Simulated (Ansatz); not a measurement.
# ScBiTe3: the cost of one run

Method: DFT PBE, scalar-relativistic, plane waves, PAW, in Ansatz 0.2.0.

### Step 1. The system as given

The structure is cubic, space group Pm-3m (No. 221). The conventional cell has a = 5.347 Å, b = 5.347 Å, c = 5.347 Å, α = 90.00°, β = 90.00°, γ = 90.00°. Sc (site symmetry m-3m) has 6 Te at 2.67 Å as nearest neighbours. Bi (site symmetry m-3m) is surrounded by 12 Te at 3.78 Å. Around Te (site symmetry 4/mmm) lie 2 Sc at 2.67 Å and 4 Bi at 3.78 Å.

As a file:

```
CELL_PARAMETERS angstrom
5.34730 0.00000 0.00000
0.00000 5.34730 0.00000
0.00000 0.00000 5.34730
ATOMIC_POSITIONS crystal
Sc 0.50000 0.50000 0.50000
Bi 0.00000 0.00000 0.00000
Te 0.00000 0.50000 0.50000
Te 0.50000 0.00000 0.50000
Te 0.50000 0.50000 0.00000
```

Recipe of the guess: species swapped into a database cell of Pr3InO (Pm-3m, No. 221), with Te on the Pr sites, Bi on the In sites and Sc on the O sites. Lengths come from tabulated atomic sizes and are only a guess.

### Step 2. Probe: one point on a coarse mesh

input.yaml

```yaml
crystal:
  lattice:
    - [5.34729601, 0.0, 0.0]
    - [0.0, 5.34729601, 0.0]
    - [0.0, 0.0, 5.34729601]
  atoms:
    - { symbol: Sc, position: [0.5, 0.5, 0.5] }
    - { symbol: Bi, position: [0.0, 0.0, 0.0] }
    - { symbol: Te, position: [0.0, 0.5, 0.5] }
    - { symbol: Te, position: [0.5, 0.0, 0.5] }
    - { symbol: Te, position: [0.5, 0.5, 0.0] }
basis:
  ecutwfc: 420
kpoints:
  mp_grid: { grid: [4, 4, 4] }
hamiltonian:
  xc: pbe
scf:
  occupations: { method: gaussian, width: 0.1 }
  lower_state_search: "off"
output:
  forces: true
  stress: true
  eigenvalues: true
```

Run with:

```bash
$ ansatz run input.yaml --threads 1 --pin off --max-ram 2560MiB --backend cpu --events-out ev --progress --plain --runs-dir out
```

**Question.** How long does this run take on 1 thread of Arm Neoverse V2, shared host, and how much memory does it need?

About 3.7 s, with a peak of 0.41 GiB.
